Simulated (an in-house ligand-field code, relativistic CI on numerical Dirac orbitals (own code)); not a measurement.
# d1 to d5 in a ligand field: terms by electron count

Which terms of d1 to d5 lie lowest for given Racah parameters and ligand field?

Method: parametric ligand-field model of a d^n configuration (Racah B and C, spin-orbit zeta, crystal field), exact diagonalisation. Code: an in-house ligand-field code version 1.

### Step 1. Starting point

| Quantity | Value |
| --- | --- |
| shell | d1 to d5 |
| set 1 (cm⁻¹) | d1: B = 640, C = 2490, Td, 10Dq = -3200 |
| set 2 (cm⁻¹) | d2: B = 640, C = 2490, Td, 10Dq = -3200 |
| set 3 (cm⁻¹) | d3: B = 640, C = 2490, Td, 10Dq = -3200 |
| set 4 (cm⁻¹) | d4: B = 640, C = 2490, Td, 10Dq = -3200 |
| set 5 (cm⁻¹) | d5: B = 640, C = 2490, Td, 10Dq = -3200 |

### Step 2. Set 1

Settings of the run:

```ini
n = 1
racah_B = 640  # cm-1
racah_C = 2490  # cm-1
zeta = 0  # cm-1
symmetry = Td
field = {"10Dq": -3200}  # cm-1
```

Run with:

```sh
> python run_levels.py task.json out
```

The settings of every run stand in task.json; they run in order.

### Step 3. Set 2

The settings differ from step 2 so:

```diff
@@ -1,2 +1,2 @@
-n = 1
+n = 2
 racah_B = 640  # cm-1
```

### Step 4. Set 3

The settings differ from step 3 so:

```diff
@@ -1,2 +1,2 @@
-n = 2
+n = 3
 racah_B = 640  # cm-1
```

### Step 5. Set 4

The settings differ from step 4 so:

```diff
@@ -1,2 +1,2 @@
-n = 3
+n = 4
 racah_B = 640  # cm-1
```

### Step 6. Set 5

The settings differ from step 5 so:

```diff
@@ -1,2 +1,2 @@
-n = 4
+n = 5
 racah_B = 640  # cm-1
```

(Steps that only read results are left out.)

What does the calculation give? Wanted: lowest terms; sets at their largest spin, of those that allow S over 1.

As calculated:

| set | 10Dq/B (size) | lowest | S | electrons in z² and x²-y² | first level of the same spin (cm⁻¹) |
| --- | --- | --- | --- | --- | --- |
| 1: Td, d1 | 5.0 | 2E | 0.50 | 1.00 | 2T2 3200 |
| 2: Td, d2 | 5.0 | 3A2 | 1.00 | 2.00 | 3T2 3200 |
| 3: Td, d3 | 5.0 | 4T1 | 1.50 | 1.88 | 4T2 2701 |
| 4: Td, d4 | 5.0 | 5T2 | 2.00 | 2.00 | 5E 3200 |
| 5: Td, d5 | 5.0 | 6A1 | 2.50 | 2.00 | - |

```
                                                quantity                                  value
                                            lowest terms  1: 2E, 2: 3A2, 3: 4T1, 4: 5T2, 5: 6A1
sets at their largest spin, of those that allow S over 1                                3, 4, 5
```

What this shows: 5 of 5 sets have the highest spin that their shell allows. A negative 10Dq stands for a tetrahedral field. B, C and the field are free parameters here, not those of a compound.
